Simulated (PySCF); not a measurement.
**C3H5BrF2Si: electronic excitations**

Aim: predict the electronic excitations of C3H5BrF2Si (`F[SiH2][C@@H]1C[C@@]1(F)Br`).

Computed with PySCF 2.14.0, with density-fitted response routines of our own, on a single molecule in the gas phase. Atoms count from 0, in the outputs and in this text.

## Step 1: Starting geometry

12 atoms, charge 0, multiplicity 1; geometry from: GFN2-xTB.

Bonds of the start (Å): F0–Si1 1.61, Si1–C2 1.89, C2–C3 1.52, C3–C4 1.48, C4–F5 1.36, C4–Br6 1.93, C4–C2 1.49, Si1–H7 1.45, Si1–H8 1.45, C2–H9 1.08, C3–H10 1.08, C3–H11 1.08.

## Step 2: Excited states and response: wB97X-D/def2-SVPD

Job settings and geometry (Å):

```
{"job": {"kind": "uv", "xc": "wB97X-D", "basis": "def2-SVPD", "nstates": 8, "ntriplets": 3}, "charge": 0, "multiplicity": 1}
F      2.835244     0.080840     0.503273
Si     1.616658    -0.494848    -0.375114
C      0.119455     0.539196     0.137906
C     -0.994003    -0.058244     0.980005
C     -1.201554     0.217114    -0.461629
F     -1.284861    -0.833974    -1.316561
Br    -2.407293     1.612597    -1.034717
H      1.968869    -0.252973    -1.763109
H      1.453877    -1.881510     0.024368
H      0.308071     1.594100     0.302296
H     -1.499540     0.570298     1.698392
H     -0.913723    -1.093282     1.278863
```

Level: TDDFT wB97X-D/def2-SVPD, vertical, gas phase, core orbitals frozen in the response.

Command:

```
> OMP_NUM_THREADS=1 python probes_run.py task.json out
```

One launch serves the whole session: the jobs run in the order shown.

The program printed:

```text
coarse grid: 52248 points
cycle   1  E = -3179.8952420307  dE = -4.834e-02  |g| = 7.746e-01  |ddm| = 5.039e+00
cycle   2  E = -3179.8649267857  dE =  3.032e-02  |g| = 9.502e-01  |ddm| = 2.195e+00
cycle   3  E = -3180.0198196990  dE = -1.549e-01  |g| = 5.303e-02  |ddm| = 1.041e+00
cycle   4  E = -3180.0204326578  dE = -6.130e-04  |g| = 2.317e-02  |ddm| = 1.544e-01
cycle   5  E = -3180.0205640497  dE = -1.314e-04  |g| = 8.637e-03  |ddm| = 5.747e-02
cycle   6  E = -3180.0205838179  dE = -1.977e-05  |g| = 1.495e-03  |ddm| = 2.055e-02
cycle   7  E = -3180.0205849755  dE = -1.158e-06  |g| = 7.729e-04  |ddm| = 6.262e-03
final grid: 108696 points
cycle   8  E = -3180.0201622304  dE = -1.155e-06  |g| = 1.129e-03  |ddm| = 1.571e-02
cycle   9  E = -3180.0201622514  dE = -2.106e-08  |g| = 1.138e-03  |ddm| = 2.817e-03
cycle  10  E = -3180.0201624446  dE = -1.932e-07  |g| = 9.035e-05  |ddm| = 9.852e-04
cycle  11  E = -3180.0201624467  dE = -2.075e-09  |g| = 4.946e-05  |ddm| = 2.815e-04
cycle  12  E = -3180.0201624473  dE = -6.758e-10  |g| = 1.064e-05  |ddm| = 1.441e-04
converged SCF energy = -3180.0201624473

Static polarisability (au): isotropic 79.912, principal 67.805 73.928 98.003

Singlet excitations
state   eV       nm        f      main configurations
  1   5.7858    214.3   0.00142   H->L 0.92
  2   6.3642    194.8   0.00344   H-1->L 0.91
  3   7.5378    164.5   0.00616   H->L+1 0.28, H-3->L 0.26, H->L+2 0.14
  4   7.7378    160.2   0.11509   H-2->L 0.68
  5   7.8348    158.2   0.01541   H-3->L 0.30, H-4->L 0.25, H->L+1 0.23
  6   7.9704    155.6   0.05888   H->L+2 0.56, H->L+1 0.14
  7   8.3580    148.3   0.05986   H-2->L+1 0.43, H-1->L+1 0.14, H-5->L+1 0.14
  8   8.3774    148.0   0.01154   H->L+3 0.65, H->L+4 0.12

Triplet excitations (Tamm-Dancoff, eV): 5.1854 5.6735 6.9679
```

Wall time 78 s (1 thread of Arm Neoverse N1, shared host); peak memory 0.93 GiB.

Frontier orbitals and where they lie:

| orbital | eV | atoms |
| --- | --- | --- |
| HOMO−3 | -11.69 | Br6 28 %, C2 17 %, C4 16 % |
| HOMO−2 | -11.23 | C2 21 %, C3 20 %, Br6 15 % |
| HOMO−1 | -10.55 | Br6 82 %, C4 6 % |
| HOMO | -9.87 | Br6 57 %, C4 14 %, C2 10 % |
| LUMO | 0.97 | Br6 55 %, C4 21 %, C2 5 % |
| LUMO+1 | 1.73 | Si1 40 %, H8 12 %, H7 11 % |
| LUMO+2 | 2.12 | Br6 26 %, Si1 17 %, C3 13 % |

With each of the 8 states as a Gaussian band of 0.4 eV half-width at 1/e, the curve within the window shown has maxima at 196 nm (ε 150), 158 nm (ε 7,800) L/(mol cm). Beyond the last state computed it falls off for lack of states. The curve at chosen wavelengths:

nm, ε (L/mol/cm) and a bar:
```
      143       1678 ######
      147       3650 ##############
      151       5540 #####################
      155       7241 ############################
      158       7809 ##############################
      162       6657 ##########################
      166       4072 ################
      170       1815 #######
      174        614 ##
      178        175 #
      181         83 
      185         77 
      189        111 
      193        140 #
      197        147 #
      201        133 
      204        118 
      208         98 
      212         83 
      216         69 
      220         55 
      224         41 
      227         31 
      231         20 
      235         12 
      239          6
```

Ground-state properties from the same run:

| property | computed |
| --- | --- |
| dipole moment (D) | 1.03 |
| polarisability (Å³) | 11.84 |
| HOMO–LUMO gap (eV) | 10.85 |
| −ε(HOMO) (eV) | 9.87 |

## Step 3: What came out

| quantity | value |
| --- | --- |
| lowest singlet (wB97X-D/def2-SVPD) | 5.79 eV (214 nm), f = 0.001 |
| brightest single state of those computed | state 4, 7.74 eV, f = 0.115 |
| lowest triplet | 5.19 eV |

The first singlet state (HOMO→LUMO 0.92) lies at 5.79 eV and is weak; of the 8 states computed, the strongest absorption comes from state 4 at 7.74 eV. The lowest triplet lies 0.60 eV below the lowest singlet (triplets in Tamm-Dancoff, singlets in full TDDFT).
